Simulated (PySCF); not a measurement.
# CH9BBiP: the cost of one run

Programs: PySCF 2.14.0, with routines of our own; each step states its level. All values are computed. Atoms count from 0.

### 1 The system as given

13 atoms, charge 0, multiplicity 1; geometry from: GFN2-xTB.

### 2 Relaxing the molecule at PBE0-D3(BJ)/def2-SVP

The job: settings as JSON, then the geometry in Å.

```
{"job": {"xc": "PBE0", "basis": "def2-SVP", "d3": "d3bj", "grid": 1, "maxiter": 30, "shake": 0.01, "kind": "geom"}, "charge": 0, "multiplicity": 1}
C     -1.035350    -1.480230     0.579540
B     -1.104650    -0.266530    -0.459330
P     -1.580560     1.466140     0.112750
Bi     1.847460     0.101920    -0.645060
H     -2.086610    -1.769650     0.767500
H     -0.626780    -1.186960     1.537350
H     -0.531680    -2.340420     0.202780
H     -1.176710    -0.481990    -1.611650
H     -0.809710     2.236240    -0.735150
H     -0.699740     1.624850     1.199860
H      2.249770     1.685230    -1.279360
H      2.052430     0.737650     0.999270
H      3.507970    -0.343140    -0.678830
```

The run is started by

```bash
OMP_NUM_THREADS=1 python heavy_run.py task.json out
```

This one command runs all jobs of the session in turn.

Q: Estimate the wall time and peak memory of this first job on 1 thread of Arm Neoverse N1, shared host.

About 2 min, with a peak of 0.49 GiB.
